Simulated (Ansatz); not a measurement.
# CCSD(T)/cc-pVDZ run of GeH4O2 (SMILES [OH][GeH2][OH])

Aim: the energy change on altering one bond length of GeH4O2 at CCSD(T)/cc-pVDZ, from 2 runs. 

Program for the calculation: Ansatz 0.2.0.

53 further runs of the same task are left out: 53 set aside as unsound or not needed.

## Step 1: The system as given

The species is GeH4O2 (7 atoms), meant as a singlet with charge 0. SMILES: `[OH][GeH2][OH]`. The coordinates come from a PBE0-D4/def2-TZVP relaxation. This is one conformer, not always the lowest.

Bond lengths: O1–Ge2 1.776 Å, Ge2–O3 1.773 Å, O1–H4 0.959 Å, Ge2–H5 1.543 Å, Ge2–H6 1.525 Å, O3–H7 0.959 Å. Angles: O1–Ge2–O3 110.8°, O1–Ge2–H5 108.6°, O1–Ge2–H6 106.6°, O3–Ge2–H5 109.7°, O3–Ge2–H6 104.9°, Ge2–O1–H4 113.3°, Ge2–O3–H7 113.6°, H5–Ge2–H6 116.1°.

## Step 2: The energy at CCSD(T)/cc-pVDZ

File run.yaml:

```yaml
crystal:
  periodic: [false, false, false]
  atoms:
    - symbol: O
      position_ang: [-1.491300, -0.416000, -0.173900]
    - symbol: Ge
      position_ang: [0.023500, 0.377000, 0.305300]
    - symbol: O
      position_ang: [1.347400, -0.798900, 0.400600]
    - symbol: H
      position_ang: [-1.634900, -0.418700, -1.122100]
    - symbol: H
      position_ang: [0.363400, 1.460500, -0.739100]
    - symbol: H
      position_ang: [-0.172500, 0.863100, 1.737300]
    - symbol: H
      position_ang: [1.625600, -1.135200, -0.453800]
basis:
  gaussian:
    orbitals: cc-pVDZ
accuracy: high
correlation:
  method: ccsd_t
  frozen_orbitals: {Ge: 9, H: 0, O: 1}
scf:
  omitted_lower_state_checks: [cluster_reference, increment]
```

Command:

```sh
$ ansatz run run.yaml --threads 1 --pin off --max-ram 3480MiB --events-out events.jsonl --progress --plain --runs-dir runs
```

Log, cut to the lines that bear on the results:

```text
Warning: RAYON_NUM_THREADS=1 ignored (pool sized by the plan → 1); use --threads N
Functional definition: HF
  name "HF"
[...]
1673 factors; integrals over basis functions are off by at most 4.6e-9 eV
[...]
mean field -60611.51252022 eV, -2227.4320011592 hartree, gradient 2.7e-8 eV, S^2 0.000000; 0 other end points of the search recorded, 0 dependent functions left out
11 core orbitals not correlated: weight in the atoms' cores, before any rotation towards them, 1.000 or more for the frozen orbitals, at most 0.000 for the correlated occupied ones
reference -60611.51252022 eV, -2227.4320011592 hartree; 15, 15 occupied and 49, 49 virtual orbitals, 1673 factors
second order -13.59934516 eV of doubles, -0.00000000 eV of singles
cycle   1  -13.79331194 eV  change   -1.9e-1 eV  update   8.9e-2
[...]
cycle  21  -14.24161121 eV  change   5.1e-10 eV  update  8.4e-10
perturbative correction -0.31987597 eV, -0.0117552252 hartree
Total energy: -60626.07400740 eV, -2227.9671259431 hartree
Checks for a lower state left out: cluster_reference, increment
```

Wall time 12 s (1 thread of Arm Neoverse V2, shared host); peak memory 0.34 GiB.

## Step 3: The distorted shape

File in.yaml:

```yaml
crystal:
  periodic: [false, false, false]
  atoms:
    - symbol: O
      position_ang: [-1.376424, -0.413840, 0.584632]
    - symbol: Ge
      position_ang: [0.138376, 0.379160, 1.063832]
    - symbol: O
      position_ang: [1.462276, -0.796740, 1.159132]
    - symbol: H
      position_ang: [-1.634900, -0.418700, -1.122100]
    - symbol: H
      position_ang: [0.478276, 1.462660, 0.019432]
    - symbol: H
      position_ang: [-0.057624, 0.865260, 2.495832]
    - symbol: H
      position_ang: [1.740476, -1.133040, 0.304732]
basis:
  gaussian: {orbitals: cc-pVDZ}
accuracy: high
scf: {omitted_lower_state_checks: [cluster_reference, increment]}
correlation: {method: ccsd_t, frozen_orbitals: {Ge: 9, H: 0, O: 1}}
```

Command:

```sh
$ ansatz run in.yaml --threads 1 --pin off --max-ram 3480MiB --events-out events.jsonl --progress --plain --runs-dir runs
```

Log, cut to the lines that bear on the results:

```text
Warning: RAYON_NUM_THREADS=1 ignored (pool sized by the plan → 1); use --threads N
[... 2 set-up lines as earlier in the session ...]
[...]
1673 factors; integrals over basis functions are off by at most 4.5e-9 eV
[...]
mean field -60606.76059102 eV, -2227.2573709823 hartree, gradient 1.5e-8 eV, S^2 0.000000; 0 other end points of the search recorded, 0 dependent functions left out; unrestricted orbitals would lower it
11 core orbitals not correlated: weight in the atoms' cores, before any rotation towards them, 1.000 or more for the frozen orbitals, at most 0.000 for the correlated occupied ones
reference -60606.76059102 eV, -2227.2573709823 hartree; 15, 15 occupied and 49, 49 virtual orbitals, 1673 factors
second order -14.45609131 eV of doubles, -0.00000000 eV of singles
cycle   1  -14.45042434 eV  change    5.7e-3 eV  update   1.2e-1
[...]
cycle  32  -15.23718112 eV  change  -5.4e-10 eV  update   2.8e-9
perturbative correction -0.47440215 eV, -0.0174339575 hartree
Total energy: -60622.47217429 eV, -2227.8347610177 hartree
Checks for a lower state left out: cluster_reference, increment
```

It took 16 s on 1 thread of Arm Neoverse V2, shared host; peak memory 0.34 GiB.

## Step 4: Results

Level: CCSD(T)/cc-pVDZ, 11 core orbitals frozen.

```
                                                         quantity           value
                                        first shape: total energy  -2227.96713 Eh
        first shape: correlation energy (11 core orbitals frozen)      -535.1 mEh
                                      first shape: (T) correction      -11.76 mEh
                                       first shape: T1 diagnostic           0.011
                                    distorted shape: total energy  -2227.83476 Eh
    distorted shape: correlation energy (11 core orbitals frozen)      -577.4 mEh
                                  distorted shape: (T) correction      -17.43 mEh
                                   distorted shape: T1 diagnostic           0.016
energy change with the O1–H4 bond stretched from 0.959 to 1.726 Å        3.602 eV
```

One bond (distorted shape) is far stretched, which a spin-restricted single reference describes badly; perturbation theory on it can break down and give far too much correlation. With the O1–H4 bond stretched from 0.959 to 1.726 Å the energy rises by 3.60 eV (348 kJ/mol). The first shape isn't relaxed at this level, so the change isn't measured from a minimum. A restricted reference can't describe the breaking bond well at this length. The triples (first shape) make up 2.2 % of the correlation energy. The restricted solution (distorted shape) is unstable to spin breaking: an unrestricted one lies lower. The triples (distorted shape) make up 3.0 % of the correlation energy.
